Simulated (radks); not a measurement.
# Valence configurations of Ce³⁺

NIST gives [Xe] 4f1 as the ground configuration of Ce³⁺. Does this level of theory agree? Several fillings of the valence shells are run.

Program: radks (a radial shooting solver on a logarithmic mesh, Libxc functionals) version 1. Level of theory: scalar-relativistic Kohn-Sham, r2SCAN, spin-polarised, spherical densities, finite nucleus; open shells are filled with parallel spins first. These are calculated values, not measurements, unless marked.

## (1) Starting point

| Item | Value |
| --- | --- |
| element | cerium (Z = 58) |
| charge | +3 |
| electrons | 55 |
| configuration | [Xe] 4f1 |
| nuclear rms radius | 4.8771 fm |
| others tried | 6p1; 6s0.5 6p0.5; 5d1; 4f0.5 6s0.5; 4f0.5 6p0.5; 6s1 |

The outer shells:

Ce³⁺
```
[Xe] core
4f [↑ ][  ][  ][  ][  ][  ][  ]
```

## (2) [Xe] 4f1

Input:

```text
Z 58
configuration [Xe] 4f1
relativity scalar-relativistic
functional r2scan,r2scan
spin polarised
nucleus finite rms 4.8771 fm
c 137.035999084
```

## (3) [Xe] 6p1

Input: that of step 2 with these lines changed.

```diff
@@ -1,3 +1,3 @@
 Z 58
-configuration [Xe] 4f1
+configuration [Xe] 6p1
 relativity scalar-relativistic
```

## (4) [Xe] 6s0.5 6p0.5

Input: that of step 3 with these lines changed.

```diff
@@ -1,3 +1,3 @@
 Z 58
-configuration [Xe] 6p1
+configuration [Xe] 6s0.5 6p0.5
 relativity scalar-relativistic
```

## (5) [Xe] 5d1

Input: that of step 4 with these lines changed.

```diff
@@ -1,3 +1,3 @@
 Z 58
-configuration [Xe] 6s0.5 6p0.5
+configuration [Xe] 5d1
 relativity scalar-relativistic
```

## (6) [Xe] 4f0.5 6s0.5

Input: that of step 5 with these lines changed.

```diff
@@ -1,3 +1,3 @@
 Z 58
-configuration [Xe] 5d1
+configuration [Xe] 4f0.5 6s0.5
 relativity scalar-relativistic
```

## (7) [Xe] 4f0.5 6p0.5

Input: that of step 6 with these lines changed.

```diff
@@ -1,3 +1,3 @@
 Z 58
-configuration [Xe] 4f0.5 6s0.5
+configuration [Xe] 4f0.5 6p0.5
 relativity scalar-relativistic
```

## (8) [Xe] 6s1

Input: that of step 7 with these lines changed.

```diff
@@ -1,3 +1,3 @@
 Z 58
-configuration [Xe] 4f0.5 6p0.5
+configuration [Xe] 6s1
 relativity scalar-relativistic
```

Q: Predict the outcome of this session. Wanted: for each run, valence; E − E(NIST configuration); moment; highest level; its energy; 1s shift.

The runs gave:

```
    valence  E − E(NIST configuration) (eV)  moment (μB)  highest level  its energy (eV)  1s shift (eV)
        4f1                           0.000            1          4f up          -28.421          +0.00
4f0.5 6s0.5                           5.051            1          6s up          -21.751          -5.47
        5d1                           7.205            1          5d up          -25.546          -7.93
4f0.5 6p0.5                           7.317            1          6p up          -17.357          -5.98
        6s1                          11.482            1          6s up          -23.354         -11.21
6s0.5 6p0.5                          13.969            1          6p up          -18.621         -11.71
        6p1                          16.337            1          6p up          -18.844         -12.21
```

Theory agrees with NIST among these: the next, 4f0.5 6s0.5, lies 5.051 eV higher. The energies are those of spherical high-spin densities, not of single terms. The 1s eigenvalue shifts by up to 12.21 eV as the valence charge is rearranged.
